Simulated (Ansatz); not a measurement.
The system is In3Se.

```xyz
4
Lattice="4.8038 0.0000 0.0000 0.0000 4.8038 0.0000 0.0000 0.0000 4.8038" Properties=species:S:1:pos:R:3 pbc="T T T"
In    2.4019    2.4019    0.0000
In    2.4019    0.0000    2.4019
In    0.0000    2.4019    2.4019
Se    0.0000    0.0000    0.0000
```

The cell comes from a database or a generator and needn't be the stable form of this composition.

| Property | Result |
| --- | --- |
| Program | Ansatz 0.2.0 |
| Task | relaxation of cell and atoms |
| Functional | PBEsol |
| Potentials or basis | Ansatz PAW |
| Cutoff | 420 eV (not typed: the program's choice for these potentials) |
| k mesh | 6 × 6 × 6 |
| Occupations | fermi-dirac, width 0.05 eV |
| Spin | no spin polarisation |

At the start: volume 27.71 Å³/atom.

How do energy, volume and symmetry change on relaxing?

It ends after 5 steps and the volume is 25.48 Å³/atom (-8.1 %); space group Pm-3m (No. 221, to 0.05 Å).

Step by step:
```csv
step,energy change (eV),largest force (eV/Å),volume (Å³)
1,0.0000,0.0000,110.85
2,-0.0906,0.0000,102.63
3,-0.0914,0.0000,101.79
4,-0.0914,0.0000,101.93
5,-0.0897,0.0000,101.93
```

Final structure:
```xyz
4
Lattice="4.6712 0.0000 0.0000 0.0000 4.6712 0.0000 0.0000 0.0000 4.6712" Properties=species:S:1:pos:R:3 pbc="T T T"
In    2.3356    2.3356    0.0000
In    2.3356    0.0000    2.3356
In    0.0000    2.3356    2.3356
Se    0.0000    0.0000    0.0000
```

Caveat: the plane-wave basis is chosen anew once the cell has moved, so the energies of steps on either side of that aren't comparable; the PAW data sets come from PBE, with cores solved anew for the run's functional, which leaves a small shift of forces and pressure.
